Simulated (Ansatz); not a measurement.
# C2H6BFO: one species, many methods

The task here is to estimate one member of a computed series from the others.

Program: Ansatz 0.2.0, Gaussian basis. Level of theory: functionals in def2-TZVPP, the program's frozen cores in correlated methods. These are calculated values, not measurements.

Plan: PBE-D4, r2SCAN-D4, PBE0-D4, B3LYP-D4, ωB97X-V, ωB97M-V, B2PLYP; CCSD(T)/def2-TZVPP; MP2/def2-QZVPP; extrapolation to the limit.

### Structure used throughout

An earlier PBE0-D4 in a triple-zeta def2 set relaxation fixed the geometry.

SMILES `COCBF`, 11 atoms, charge 0, spin multiplicity 1.

Atoms are counted from 1 here; the program's logs count them from 0.

Bond lengths: C1–O2 1.400 Å, C1–H6 1.100 Å, C1–H7 1.100 Å, C1–H8 1.090 Å, O2–C3 1.410 Å, C3–B4 1.568 Å, C3–H9 1.105 Å, C3–H10 1.100 Å, B4–F5 1.325 Å, B4–H11 1.199 Å. Angles: O2–C1–H6 111.4°, O2–C1–H7 112.0°, O2–C1–H8 107.7°, H6–C1–H7 108.2°, H6–C1–H8 108.9°, H7–C1–H8 108.7°, C1–O2–C3 112.1°, O2–C3–B4 115.3°, O2–C3–H9 111.3°, O2–C3–H10 106.8°, B4–C3–H9 110.9°, B4–C3–H10 107.0°, H9–C3–H10 104.8°, C3–B4–F5 118.1°, C3–B4–H11 124.5°, F5–B4–H11 117.4°.

Set-up of the first run:

in.yaml

```yaml
crystal:
  periodic: [false, false, false]
  atoms:
    - {symbol: C, position_ang: [-1.113041, -0.162949, 1.079534]}
    - {symbol: O, position_ang: [0.226680, -0.553551, 0.973138]}
    - {symbol: C, position_ang: [0.924143, 0.202578, 0.008612]}
    - {symbol: B, position_ang: [0.595427, -0.148761, -1.483269]}
    - {symbol: F, position_ang: [1.214838, 0.533344, -2.435594]}
    - {symbol: H, position_ang: [-1.200443, 0.882712, 1.409473]}
    - {symbol: H, position_ang: [-1.648969, -0.267849, 0.125033]}
    - {symbol: H, position_ang: [-1.587856, -0.808182, 1.818943]}
    - {symbol: H, position_ang: [0.813090, 1.286109, 0.192319]}
    - {symbol: H, position_ang: [1.994408, 0.000124, 0.159043]}
    - {symbol: H, position_ang: [-0.152976, -1.020573, -1.826634]}
basis:
  gaussian: {orbitals: def2-TZVPP}
hamiltonian: {xc: pbe, dispersion: d4}
output: {forces: true, orbitals: {seedname: orbitals}}
```

The run is started by

```bash
$ ansatz run in.yaml --threads 4 --pin off --events-out ev --progress --plain --max-ram 10444MiB
```

Steps of the session up to this table: PBE-D4 (GGA); r2SCAN-D4 (meta-GGA); PBE0-D4 (hybrid); B3LYP-D4 (hybrid); ωB97X-V (range-separated); ωB97M-V (range-separated); B2PLYP (double hybrid); CCSD(T) in def2-TZVPP; MP2 in def2-QZVPP.

One table of the session follows, with a row left open; its other results are not shown here.

| method | atoms, summed (eV) | atomisation energy (kcal/mol) |
| --- | --- | --- |
| PBE-D4 | -7561.459 | 1052.0 |
| r2SCAN-D4 | -7567.171 | 1033.1 |
| PBE0-D4 | -7562.861 | 1031.9 |
| B3LYP-D4 | -7571.901 | 1029.9 |
| ωB97X-V | -7568.915 | 1030.3 |
| ωB97M-V | -7568.290 | 1032.6 |
| B2PLYP | -7566.172 | 1020.9 |
| HF/def2-TZVPP | ? | ? |
| MP2/def2-TZVPP | -7555.480 | 1024.3 |
| CCSD/def2-TZVPP | -7557.934 | 989.9 |
| CCSD(T)/def2-TZVPP | -7558.252 | 1003.6 |
| MP2/CBS | -7558.272 | 1047.6 |
| CCSD(T)/CBS | -7561.044 | 1026.9 |

Estimate the missing values for HF/def2-TZVPP.

As computed: atoms, summed (eV): -7541.461; atomisation energy (kcal/mol): 764.8. In the column «atoms, summed (eV)» it is the highest.
